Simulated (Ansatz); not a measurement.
# Ge: the cost of one run

Method: DFT PBE, scalar-relativistic, plane waves, PAW, in Ansatz 0.2.0.

## (1) The starting structure

Symmetry: Fd-3m, No. 227, cubic system. The conventional cell has a = 5.658 Å, b = 5.658 Å, c = 5.658 Å, α = 90.00°, β = 90.00°, γ = 90.00°. Ge (site symmetry -43m) has 4 Ge at 2.45 Å as nearest neighbours.

Structure file:

```
Ge
1.0
     0.00000    2.82877    2.82877
     2.82877    0.00000    2.82877
     2.82877    2.82877    0.00000
Ge
2
Cartesian
  2.8288 2.8288 2.8288
  4.2432 4.2432 4.2432
```

No relaxation comes first: the listed cell is the starting point.

## (2) The undisturbed cell

Contents of input.yaml:

```yaml
crystal:
  lattice:
    - [0.0, 2.82877, 2.82877]
    - [2.82877, 0.0, 2.82877]
    - [2.82877, 2.82877, 0.0]
  atoms:
    - { symbol: Ge, position: [0.5, 0.5, 0.5] }
    - { symbol: Ge, position: [0.75, 0.75, 0.75] }
basis:
  ecutwfc: 420
kpoints:
  mp_grid: { grid: [16, 16, 16] }
hamiltonian:
  xc: pbe
scf:
  occupations: { method: gaussian, width: 0.15 }
output:
  forces: true
  stress: true
  eigenvalues: true
```

Q: Estimate wall time and peak memory on 1 thread of an Arm CPU, shared host.

About 10 s, with a peak of 0.42 GiB.
